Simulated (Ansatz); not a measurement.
# CH4BN2P: the cost of one run

Computed with Ansatz 0.2.0, driven from Python. Level of theory: PBE0/def2-SVP.

**1. The system**

Bond lengths: N1–C2 1.157 Å, C2–B3 1.534 Å, B3–N4 1.524 Å, B3–P5 1.933 Å, N4–H6 1.044 Å, N4–H7 1.045 Å, P5–H8 1.453 Å, P5–H9 1.453 Å. Angles: N1–C2–B3 180.0°, C2–B3–N4 119.8°, C2–B3–P5 119.4°, N4–B3–P5 120.8°, B3–N4–H6 108.1°, B3–N4–H7 107.1°, H6–N4–H7 106.8°, B3–P5–H8 94.0°, B3–P5–H9 94.0°, H8–P5–H9 95.1°.

The script reads ch4bn2p.xyz:

```xyz
9

N    -2.36300    1.70520   -1.00090
C    -1.48260    1.07400   -0.59440
B    -0.31490    0.23700   -0.05550
N    -0.55570   -1.19960    0.39130
P     1.43950    1.03590    0.08800
H     0.35540   -1.59800    0.71070
H    -0.84140   -1.74010   -0.45580
H     2.11400   -0.09080   -0.53370
H     1.64870    0.57630    1.45020
```

**2. The script**

freq_ch4bn2p.py reads:

```python
"""Harmonic frequencies of CH4BN2P at its relaxed geometry."""

import ansatz
import numpy as np

mol = ansatz.Crystal.molecule_from_extxyz("ch4bn2p.xyz")

job = (
    mol.calculation()
    .basis(gaussian="def2-SVP")
    .functional("pbe0")
)
symbols = [site.symbol for site in mol.cartesian_sites]
start = np.array([site.position_ang for site in mol.cartesian_sites], dtype=float)
def progress(event):
    if event["event"] == "relax_step":
        row = event["data"]
        print(f"step {row['step']:3d}  E = {row['lagrangian_ev']:.6f} eV  largest force component {row['allowed_force_max_ev_ang']:.4f} eV/A")


rep = job.relax(force_tolerance=0.003, max_steps=100).session().plan().execute(on_event=progress).report
end = np.array(rep["positions_ang"])

print("final positions (A) and the move of each atom")
for symbol, xyz, old in zip(symbols, end, start):
    print(f"{symbol:2s} {xyz[0]:10.5f} {xyz[1]:10.5f} {xyz[2]:10.5f}   {np.linalg.norm(xyz - old):7.4f}")

# frequencies need a stationary point, so they are taken at the relaxed geometry
minimum = ansatz.Crystal.molecule()
for symbol, place in zip(symbols, end):
    minimum = minimum.atom(symbol, place.tolist())
vibrating = (
    minimum.calculation()
    .basis(gaussian="def2-SVP")
    .functional("pbe0")
    .phonons(temperatures=(100, 500, 100))
)
vib = vibrating.run(threads=1, pin="off").report["vibrations"]
sums = vib["harmonic_sums"]
modes = [m["omega_inv_cm"] for m in sums["modes_at_gamma"] if m["rigid_motion"] == "no"]
print("frequencies (1/cm):", " ".join(f"{w:.0f}" for w in modes))
print("imaginary modes:", sum(w < 0 for w in modes), " zero-point energy:", round(sums["zero_point_energy_ev"], 4), "eV")
print("T (K)   F_vib (eV)   S_vib (meV/K)   C_vib (meV/K)")
for row in zip(sums["temperatures_k"], sums["vibrational_free_energy_ev"], vib["entropy_ev_per_k"], vib["heat_capacity_ev_per_k"]):
    print(f"{row[0]:6.1f} {row[1]:11.4f} {1000 * row[2]:13.4f} {1000 * row[3]:15.4f}")

# all hydrogen replaced by deuterium
heavier = vibrating.phonons(masses={"H": 2.014102}).run(threads=1, pin="off").report["vibrations"]["harmonic_sums"]
print("deuterated (1/cm):", " ".join(f"{m['omega_inv_cm']:.0f}" for m in heavier["modes_at_gamma"] if m["rigid_motion"] == "no"))
print("zero-point energy falls by", round(sums["zero_point_energy_ev"] - heavier["zero_point_energy_ev"], 4), "eV")
```

**3. The run**

Started as:

```sh
$ python freq_ch4bn2p.py
```

What time and memory should one allow on 1 thread of Arm Neoverse V1, shared host?

About 6.4 min, with a peak of 0.27 GiB.
